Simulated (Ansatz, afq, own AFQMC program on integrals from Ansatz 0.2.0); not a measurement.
**CH₂Ge (triplet): AFQMC on the coupled-cluster ladder at distance Ge1–C2 = 2.381 Å, cc-pVDZ**

How near does AFQMC come to the top of the ladder for CH₂Ge (triplet)?

The runs use Ansatz 0.2.0, Gaussian basis, and an in-house AFQMC program (afq) on its integrals; all values are calculated; cc-pVDZ, frozen cores.

To be run: PBE (unrestricted); r2SCAN (unrestricted); PBE0 (unrestricted); B3LYP (unrestricted); wB97M-V (unrestricted); B2PLYP (unrestricted); CCSD(T) on UHF; CCSDT(Q) on UHF; Phaseless AFQMC, single-determinant trial on UHF; Free-projection AFQMC, CISD trial on UHF.

2 further runs of the same task are left out: 2 that didn't finish.

### Step 1. The system

The geometry derives from a PBE0/def2-TZVP stationary point (not a proven minimum). One bond is set to the value named and the two fragments are kept rigid. No spin-orbit coupling is included. The filled d shell of Ge may be among the frozen orbitals whatever the setting's name suggests; the logs give the count.

4 atoms, charge 0, spin multiplicity 3.

Atoms are counted from 1 here; the program's logs count them from 0.

Bond lengths: Ge1–C2 2.381 Å, C2–H3 1.091 Å, C2–H4 1.091 Å. Angles: Ge1–C2–H3 123.6°, Ge1–C2–H4 123.6°, H3–C2–H4 112.9°.

Geometry (Å):

```
Ge    0.0000    0.0000    0.3994
C     0.0000    0.0000   -1.9816
H     0.0000    0.9089   -2.5846
H     0.0000   -0.9089   -2.5846
```

### Step 2. PBE (unrestricted)

in.yaml

```yaml
crystal:
  periodic: [false, false, false]
  atoms:
    - {symbol: Ge, position_ang: [0.000000, 0.000000, 0.399379]}
    - {symbol: C, position_ang: [0.000000, 0.000000, -1.981621]}
    - {symbol: H, position_ang: [0.000000, 0.908852, -2.584592]}
    - {symbol: H, position_ang: [0.000000, -0.908852, -2.584592]}
basis:
  gaussian: {orbitals: cc-pVDZ}
magnetization: {spin_polarized: true, initial_magnetization: 2}
hamiltonian: {xc: {name: PBE}}
output: {orbitals: {seedname: orbitals}}
```

Run with:

```sh
$ ansatz run in.yaml --threads 1 --pin off --events-out ev --progress --plain --max-ram 1382MiB
```

Log:

```text
Functional definition: PBE
  name "PBE"
  cite "Perdew, Burke & Ernzerhof, Phys. Rev. Lett. 77, 3865 (1996) doi:10.1103/PhysRevLett.77.3865"
  parent pbe
  parameter kappa = 0.804
  parameter beta = 0.06672455060314922
  exchange = pbe_x(kappa = kappa, mu = beta*pi^2/3)
  correlation = pbe_c(beta = beta)
671 factors; their error is unknown
mean field evaluation 1: about -57567.0051 eV, gradient 3.0e1 eV
mean field evaluation 2: about -57513.3647 eV, gradient 7.1e1 eV
mean field evaluation 4: about -57571.6943 eV, gradient 1.2e1 eV
mean field evaluation 8: about -57572.9259 eV, gradient 6.5e-2 eV
mean field evaluation 16: about -57572.9259 eV, gradient 7.0e-6 eV
mean field evaluation 32: about -57572.4211 eV, gradient 3.0e-4 eV
mean field -57572.92591522 eV, -2115.7660030534 hartree, gradient 7.1e-6 eV, S^2 2.004356; 5 other end points of the search recorded, 0 dependent functions left out
reference -57572.92594434 eV, -2115.7660041235 hartree; 21, 19 occupied and 30, 32 virtual orbitals, 671 factors
Total energy: -57572.92594434 eV, -2115.7660041235 hartree
```

It took 3.5 s on 1 thread of Arm Neoverse V1, shared host.

From the report: ⟨S²⟩ of the determinant 2.004 (pure triplet: 2.00).

### Step 3. r2SCAN (unrestricted)

Changes to in.yaml since step 2:

```diff
@@ -10,3 +10,2 @@
 magnetization: {spin_polarized: true, initial_magnetization: 2}
-hamiltonian: {xc: {name: PBE}}
-output: {orbitals: {seedname: orbitals}}
+hamiltonian: {xc: {name: r2SCAN}}
```

Same command.

Log, shortened:

```text
Functional definition: r2SCAN
  name "r2SCAN"
  cite "Furness, Kaplan, Ning, Perdew & Sun, J. Phys. Chem. Lett. 11, 8208 (2020) doi:10.1021/acs.jpclett.0c02405"
  cite "Furness, Kaplan, Ning, Perdew & Sun, J. Phys. Chem. Lett. 11, 9248 (2020) doi:10.1021/acs.jpclett.0c03077"
  parent r2scan
[...]
671 factors; their error is unknown
[...]
mean field -57581.95411876 eV, -2116.0977834141 hartree, gradient 5.1e-6 eV, S^2 2.011600; 4 other end points of the search recorded, 0 dependent functions left out
reference -57581.95412811 eV, -2116.0977837576 hartree; 21, 19 occupied and 30, 32 virtual orbitals, 671 factors
Total energy: -57581.95412811 eV, -2116.0977837576 hartree
```

Wall time 8 s (1 thread of Arm Neoverse V1, shared host).

From the report: ⟨S²⟩ of the determinant 2.012 (pure triplet: 2.00).

### Step 4. PBE0 (unrestricted)

Changes to in.yaml since step 3:

```diff
@@ -10,2 +10,3 @@
 magnetization: {spin_polarized: true, initial_magnetization: 2}
-hamiltonian: {xc: {name: r2SCAN}}
+hamiltonian: {xc: {name: PBE0}}
+output: {orbitals: {seedname: orbitals}}
```

Same command.

Log:

```text
Functional definition: PBE0
  name "PBE0"
  cite "Adamo & Barone, J. Chem. Phys. 110, 6158 (1999) doi:10.1063/1.478522"
  cite "Perdew, Burke & Ernzerhof, Phys. Rev. Lett. 77, 3865 (1996) doi:10.1103/PhysRevLett.77.3865"
  parent pbe
  parameter a = 0.25
  parameter kappa = 0.804
  parameter beta = 0.06672455060314922
  exchange = (1 - a)*pbe_x(kappa = kappa, mu = beta*pi^2/3) + a*exact_x
  correlation = pbe_c(beta = beta)
548 factors; integrals over basis functions are off by at most 1.3e-3 eV
mean field evaluation 1: about -57570.7529 eV, gradient 2.4e1 eV
mean field evaluation 2: about -57556.2552 eV, gradient 4.5e1 eV
mean field evaluation 4: about -57574.3762 eV, gradient 9.7e-1 eV
mean field evaluation 8: about -57574.4367 eV, gradient 2.9e-2 eV
mean field evaluation 16: about -57574.4367 eV, gradient 2.1e-4 eV
mean field -57574.43673846 eV, -2115.8215247837 hartree, gradient 1.4e-5 eV, S^2 2.007378; 1 other end points of the search recorded, 0 dependent functions left out
reference -57574.43676065 eV, -2115.8215255991 hartree; 21, 19 occupied and 30, 32 virtual orbitals, 548 factors
Total energy: -57574.43676065 eV, -2115.8215255991 hartree
```

Wall time 2.3 s (1 thread of Arm Neoverse V1, shared host).

From the report: ⟨S²⟩ of the determinant 2.007 (pure triplet: 2.00).

### Step 5. B3LYP (unrestricted)

Changes to in.yaml since step 4:

```diff
@@ -10,3 +10,2 @@
 magnetization: {spin_polarized: true, initial_magnetization: 2}
-hamiltonian: {xc: {name: PBE0}}
-output: {orbitals: {seedname: orbitals}}
+hamiltonian: {xc: {name: B3LYP}}
```

The command is unchanged.

Log, shortened:

```text
Functional definition: B3LYP
  name "B3LYP"
  cite "Stephens, Devlin, Chabalowski & Frisch, J. Phys. Chem. 98, 11623 (1994) doi:10.1021/j100096a001"
  cite "Becke, Phys. Rev. A 38, 3098 (1988) doi:10.1103/PhysRevA.38.3098"
  cite "Lee, Yang & Parr, Phys. Rev. B 37, 785 (1988) doi:10.1103/PhysRevB.37.785"
  cite "Vosko, Wilk & Nusair, Can. J. Phys. 58, 1200 (1980) doi:10.1139/p80-159"
[...]
548 factors; integrals over basis functions are off by at most 1.3e-3 eV
[...]
mean field -57584.36265109 eV, -2116.1862953445 hartree, gradient 1.2e-5 eV, S^2 2.005480; 1 other end points of the search recorded, 0 dependent functions left out
reference -57584.36283933 eV, -2116.1863022624 hartree; 21, 19 occupied and 30, 32 virtual orbitals, 548 factors
Total energy: -57584.36283933 eV, -2116.1863022624 hartree
```

Run time: 2.3 s. Hardware: 1 thread of Arm Neoverse V1, shared host.

From the report: ⟨S²⟩ of the determinant 2.005 (pure triplet: 2.00).

### Step 6. wB97M-V (unrestricted)

Changes to in.yaml since step 5:

```diff
@@ -10,2 +10,3 @@
 magnetization: {spin_polarized: true, initial_magnetization: 2}
-hamiltonian: {xc: {name: B3LYP}}
+hamiltonian: {xc: {name: wB97M-V}}
+output: {orbitals: {seedname: orbitals}}
```

The command is unchanged.

Log, shortened:

```text
Functional definition: wB97M-V
  name "wB97M-V"
  cite "Mardirossian & Head-Gordon, J. Chem. Phys. 144, 214110 (2016) doi:10.1063/1.4952647"
  cite "Becke, J. Chem. Phys. 107, 8554 (1997) doi:10.1063/1.475007"
  cite "Vydrov & Van Voorhis, J. Chem. Phys. 133, 244103 (2010) doi:10.1063/1.3521275"
  # Of w^i u^j: cxij and so on, Table III.
[...]
  gx(w, u) = 1 - cx + cx01*u + cx10*w
  gss(w, u) = css00 + css04*u^4 + css10*w + css20*w^2 + css43*w^4*u^3
  gos(w, u) = cos00 + cos10*w + (cos20 + cos21*u)*w^2 + (cos60 + cos61*u)*w^6
[...]
      + integral(e_c_pw_mod_opposite_spin*gos(b97_w_opposite, b97_u_opposite)) + vv10(b, c)
548 factors; integrals over basis functions are off by at most 1.3e-3 eV
161 factors; integrals over basis functions are off by at most 6.8e-6 eV
[...]
mean field -57579.08770230 eV, -2115.9924445520 hartree, gradient 4.2e-6 eV, S^2 2.006364; 1 other end points of the search recorded, 0 dependent functions left out
reference -57579.08773281 eV, -2115.9924456733 hartree; 21, 19 occupied and 30, 32 virtual orbitals, 548 factors
Total energy: -57579.08773281 eV, -2115.9924456733 hartree
```

Wall time 12 s (1 thread of Arm Neoverse V1, shared host).

From the report: ⟨S²⟩ of the determinant 2.006 (pure triplet: 2.00).

### Step 7. B2PLYP (unrestricted)

Changes to in.yaml since step 6:

```diff
@@ -10,3 +10,3 @@
 magnetization: {spin_polarized: true, initial_magnetization: 2}
-hamiltonian: {xc: {name: wB97M-V}}
-output: {orbitals: {seedname: orbitals}}
+hamiltonian: {xc: {name: B2PLYP}}
+correlation: {electrons: outside_noble_gas}
```

The command is unchanged.

Log, shortened:

```text
Functional definition: B2PLYP
  name "B2PLYP"
  cite "Grimme, J. Chem. Phys. 124, 034108 (2006) doi:10.1063/1.2148954"
  cite "Becke, Phys. Rev. A 38, 3098 (1988) doi:10.1103/PhysRevA.38.3098"
  cite "Lee, Yang & Parr, Phys. Rev. B 37, 785 (1988) doi:10.1103/PhysRevB.37.785"
[...]
548 factors; integrals over basis functions are off by at most 1.3e-3 eV
[...]
mean field -57568.69989013 eV, -2115.6106994958 hartree, gradient 6.2e-6 eV, S^2 2.014138; 3 other end points of the search recorded, 0 dependent functions left out
15 core orbitals not correlated: weight in the atoms' cores, before any rotation towards them, 1.000 or more for the frozen orbitals, at most 0.000 for the correlated occupied ones
reference -57568.70001118 eV, -2115.6107039446 hartree; 6, 4 occupied and 30, 32 virtual orbitals, 548 factors
second order -6.12604847 eV of doubles, -0.00000000 eV of singles
Total energy: -57570.35404427 eV, -2115.6714885394 hartree
```

Run time: 2.7 s. Hardware: 1 thread of Arm Neoverse V1, shared host.

From the report: ⟨S²⟩ of the determinant 2.014 (pure triplet: 2.00).

### Step 8. CCSD(T) on UHF

Changes to in.yaml since step 7:

```diff
@@ -10,3 +10,2 @@
 magnetization: {spin_polarized: true, initial_magnetization: 2}
-hamiltonian: {xc: {name: B2PLYP}}
-correlation: {electrons: outside_noble_gas}
+correlation: {method: ccsd_t, electrons: outside_noble_gas, hamiltonian_folder: ham}
```

The command is unchanged.

Log, shortened:

```text
Functional definition: HF
  name "HF"
  cite "Fock, Z. Phys. 61, 126 (1930) doi:10.1007/BF01340294"
  parent pbe
[...]
548 factors; integrals over basis functions are off by at most 1.3e-3 eV
[...]
mean field -57531.79196609 eV, -2114.2543583046 hartree, gradient 1.3e-6 eV, S^2 2.063937; 18 other end points of the search recorded, 0 dependent functions left out
determinant -57531.79196609 eV, -2114.2543583046 hartree, with singles and doubles -57537.48755559 eV, -2114.4636673582 hartree
determinant -57531.53688387 eV, -2114.2449842061 hartree, with singles and doubles -57537.12540591 eV, -2114.4503586030 hartree
determinant -57530.38473034 eV, -2114.2026433448 hartree, with singles and doubles -57535.50745430 eV, -2114.3908999780 hartree
determinant -57530.24430045 eV, -2114.1974826413 hartree, with singles and doubles -57535.62089746 eV, -2114.3950689371 hartree
[...]
determinant -57528.92303284 eV, -2114.1489269521 hartree, with singles and doubles -57534.86938606 eV, -2114.3674514027 hartree
determinant -57528.40808870 eV, -2114.1300031042 hartree, with singles and doubles -57534.26173709 eV, -2114.3451207147 hartree
determinant -57531.79196609 eV, -2114.2543583046 hartree, with singles and doubles -57537.48835448 eV, -2114.4636967168 hartree
determinant -57531.53688387 eV, -2114.2449842061 hartree, with singles and doubles -57537.12721479 eV, -2114.4504250780 hartree
15 core orbitals not correlated: weight in the atoms' cores, before any rotation towards them, 1.000 or more for the frozen orbitals, at most 0.000 for the correlated occupied ones
reference -57531.79196609 eV, -2114.2543583046 hartree; 6, 4 occupied and 30, 32 virtual orbitals, 548 factors
second order -4.67508161 eV of doubles, -0.00000000 eV of singles
cycle   1  -5.69638809 eV  change    3.0e-7 eV  update   2.5e-6
perturbative correction -0.18504724 eV, -0.0068003605 hartree
Total energy: -57537.67340141 eV, -2114.4704970662 hartree
```

It took 11 s on 1 thread of Arm Neoverse V1, shared host.

From the report: ⟨S²⟩ of the determinant 2.064 (pure triplet: 2.00); correlation -5.8814 eV; T1 0.037; largest double amplitude 0.10.

This run also writes the integrals to the folder ham.

### Step 9. CCSDT(Q) on UHF

Changes to in.yaml since step 8:

```diff
@@ -10,2 +10,2 @@
 magnetization: {spin_polarized: true, initial_magnetization: 2}
-correlation: {method: ccsd_t, electrons: outside_noble_gas, hamiltonian_folder: ham}
+correlation: {method: ccsdt_q, electrons: outside_noble_gas}
```

The command is unchanged.

Log, shortened:

```text
Functional definition: HF
  name "HF"
  cite "Fock, Z. Phys. 61, 126 (1930) doi:10.1007/BF01340294"
  parent pbe
[...]
969 factors; integrals over basis functions are off by at most 1.6e-7 eV
[...]
mean field -57531.79200454 eV, -2114.2543597176 hartree, gradient 3.4e-6 eV, S^2 2.063937; 19 other end points of the search recorded, 0 dependent functions left out
determinant -57531.79200454 eV, -2114.2543597176 hartree, with singles and doubles -57537.48758258 eV, -2114.4636683501 hartree
determinant -57531.53692310 eV, -2114.2449856475 hartree, with singles and doubles -57537.12543537 eV, -2114.4503596855 hartree
determinant -57530.38477212 eV, -2114.2026448799 hartree, with singles and doubles -57535.50748247 eV, -2114.3909010129 hartree
determinant -57530.24433560 eV, -2114.1974839330 hartree, with singles and doubles -57535.62092109 eV, -2114.3950698056 hartree
[...]
determinant -57528.40813560 eV, -2114.1300048278 hartree, with singles and doubles -57534.26191621 eV, -2114.3451272973 hartree
determinant -57531.79200454 eV, -2114.2543597176 hartree, with singles and doubles -57537.48838153 eV, -2114.4636977107 hartree
determinant -57531.53692310 eV, -2114.2449856475 hartree, with singles and doubles -57537.12724422 eV, -2114.4504261597 hartree
15 core orbitals not correlated: weight in the atoms' cores, before any rotation towards them, 1.000 or more for the frozen orbitals, at most 0.000 for the correlated occupied ones
reference -57531.79200454 eV, -2114.2543597176 hartree; 6, 4 occupied and 30, 32 virtual orbitals, 969 factors
second order -4.67509177 eV of doubles, -0.00000000 eV of singles
cycle   1  -5.31174393 eV  change   -6.4e-1 eV  update   8.9e-2
[...]
cycle  20  -5.92518890 eV  change    2.7e-7 eV  update   8.9e-7
perturbative correction -0.01612042 eV, -0.0005924144 hartree
Total energy: -57537.73331386 eV, -2114.4726988079 hartree
```

Run time: 29 s. Hardware: 1 thread of Arm Neoverse V1, shared host.

From the report: ⟨S²⟩ of the determinant 2.064 (pure triplet: 2.00); correlation -5.9413 eV; T1 0.042; largest double amplitude 0.11.

### Step 10. Phaseless AFQMC, single-determinant trial on UHF

It reads the integrals that the CCSD(T) run on this determinant wrote.

Run with:

```sh
$ afq ham --method phaseless --trial hf --walkers 120 --populations 1 --least-time 40 --time-step 0.005 --steps-per-block 20 --equilibration-blocks 112 --max-blocks 600 --target-error 0.00114 --factor-cut 1e-05 --start spin_pure --seed 2768 --taylor-order 6
```

Log:

```text
orbitals 36  electrons 6 4  factors 272 of 548
reference energy -2114.25435830 Eh
CCSD correlation -0.20933817 Eh in 15 cycles, weight of the determinant in the CISD state 0.8555
energy of the start -2114.255926 Eh
 block  time / (1/Eh)  mean weight  energy / Eh
     1     0.100  0.9992  -2114.294642
     2     0.200  1.0017  -2114.323301
     3     0.300  0.9997  -2114.346723
     4     0.400  1.0026  -2114.364244
     5     0.500  1.0008  -2114.374144
     6     0.600  0.9999  -2114.386842
     7     0.700  1.0012  -2114.398083
     8     0.800  1.0011  -2114.415596
     9     0.900  1.0009  -2114.419362
    10     1.000  0.9991  -2114.430096
    18     1.800  1.0004  -2114.440847
    35     3.500  1.0009  -2114.456150
    52     5.200  1.0001  -2114.461450
    69     6.900  1.0007  -2114.463512
    86     8.600  1.0006  -2114.467341
   103    10.300  1.0005  -2114.483465
   120    12.000  1.0025  -2114.487429
   137    13.700  0.9987  -2114.507581
   154    15.400  1.0009  -2114.474131
   171    17.100  1.0010  -2114.435775
   188    18.800  1.0006  -2114.463569
   205    20.500  1.0016  -2114.485503
   222    22.200  1.0016  -2114.467007
   239    23.900  1.0008  -2114.482362
   256    25.600  0.9997  -2114.465983
   273    27.300  0.9985  -2114.509717
   290    29.000  0.9984  -2114.500448
   307    30.700  1.0008  -2114.485086
   324    32.400  1.0017  -2114.459539
   341    34.100  1.0006  -2114.474896
   358    35.800  0.9992  -2114.455181
   375    37.500  1.0002  -2114.472406
   392    39.200  1.0005  -2114.468430
   409    40.900  0.9968  -2114.428360
   426    42.600  1.0000  -2114.449957
   443    44.300  1.0011  -2114.487643
   460    46.000  1.0015  -2114.490240
   477    47.700  0.9989  -2114.468770
   494    49.400  0.9998  -2114.477805
   511    51.100  0.9989  -2114.459037
   528    52.800  0.9995  -2114.501204
   545    54.500  1.0004  -2114.469413
   562    56.200  0.9978  -2114.448159
   579    57.900  1.0020  -2114.447827
   596    59.600  1.0008  -2114.480046
   613    61.300  0.9994  -2114.500919
   630    63.000  0.9998  -2114.494754
   647    64.700  0.9989  -2114.510474
   664    66.400  1.0002  -2114.501962
   681    68.100  0.9996  -2114.496737
   698    69.800  0.9993  -2114.455232
blocks merged  error / Eh  count
     1  0.000730  600
     2  0.000982  300
     4  0.001292  150
     8  0.001698  75
    16  0.002118  37
    32  0.002438  18
    64  0.002416  9
energy -2114.473791 +/- 0.002438 Eh
```

Wall time 4.1 min (1 thread of Arm Neoverse V1, shared host).

Energy -57537.7630 ± 0.0663 eV. Caveats: constraint bias not in the error; error above the target.

### Step 11. Free-projection AFQMC, CISD trial on UHF

It reads the integrals that the CCSD(T) run on this determinant wrote.

Run with:

```sh
$ afq ham --method free --trial cisd --walkers 60 --time-step 0.03 --max-blocks 80 --target-error 0.00038 --factor-cut 1e-05 --seed 7434 --times 0,0.21,0.42,0.81,1.2,1.8,2.4,3 --taylor-order 8
```

Log:

```text
orbitals 36  electrons 6 4  factors 272 of 548
reference energy -2114.25435830 Eh
CCSD correlation -0.20933817 Eh in 15 cycles, weight of the determinant in the CISD state 0.8555
repeat  energy at the last time / Eh  error
    10  -2114.473379  0.000657
    20  -2114.472109  0.000559
    30  -2114.472095  0.000513
    40  -2114.471749  0.000512
    50  -2114.471775  0.000475
    60  -2114.471985  0.000450
    70  -2114.472303  0.000467
    80  -2114.472444  0.000436
time / (1/Eh)  energy / Eh  error  mean overlap
  0.00  -2114.463824  0.000179  1.1690
  0.21  -2114.467226  0.000202  1.1679
  0.42  -2114.468925  0.000239  1.1705
  0.81  -2114.470637  0.000271  1.1619
  1.20  -2114.470912  0.000288  1.1776
  1.80  -2114.472167  0.000351  1.1496
  2.40  -2114.472108  0.000435  1.1546
  3.00  -2114.472444  0.000436  1.1441
energy -2114.472444 +/- 0.000436 Eh
```

It took 3.5 min on 1 thread of Arm Neoverse V1, shared host.

Energy -57537.7264 ± 0.0119 eV. Caveats: remainder of the start not in the error.

### Step 12. AFQMC on the ladder

On the UHF determinant, counted from CCSDT(Q) (a yardstick, not exact):

```
                                                             level  energy (eV)  from CCSDT(Q) (kJ/mol)  statistical error (kJ/mol)     time
                                                                HF  -57531.7920                  +573.3                                     
                                                               MP2  -57536.4670                  +122.2                                     
                                                              CCSD  -57537.4884                   +23.6                                     
                                                           CCSD(T)  -57537.6734                    +5.8                                     
                                                          CCSDT(Q)  -57537.7333                     0.0                                     
Phaseless AFQMC, single-determinant trial, step 0.005, 120 walkers  -57537.7630                    -2.9                         6.4  4.1 min
          Free-projection AFQMC, CISD trial, step 0.03, 60 walkers  -57537.7264                    +0.7                         1.1  3.5 min
```

The functionals' totals stand on their own zeros and serve differences with other points: PBE -57572.926 eV; r2SCAN -57581.954 eV; PBE0 -57574.437 eV; B3LYP -57584.363 eV; wB97M-V -57579.088 eV; B2PLYP -57570.354 eV.

### Step 13. Outcome

| quantity | value |
| --- | --- |
| CCSD(T) on UHF from CCSDT(Q) | +5.8 kJ/mol |
| Phaseless AFQMC, single-determinant trial on UHF from CCSDT(Q) | -2.9 ± 6.4 kJ/mol |
| Free-projection AFQMC, CISD trial on UHF from CCSDT(Q) | +0.7 ± 1.1 kJ/mol |

Free projection has no constraint; at the last time it gives +0.7 ± 1.1 kJ/mol, and from a start that isn't spin pure other spins can mix in. Error bars are statistical and leave out the constraint, the time step and what remains of the start.
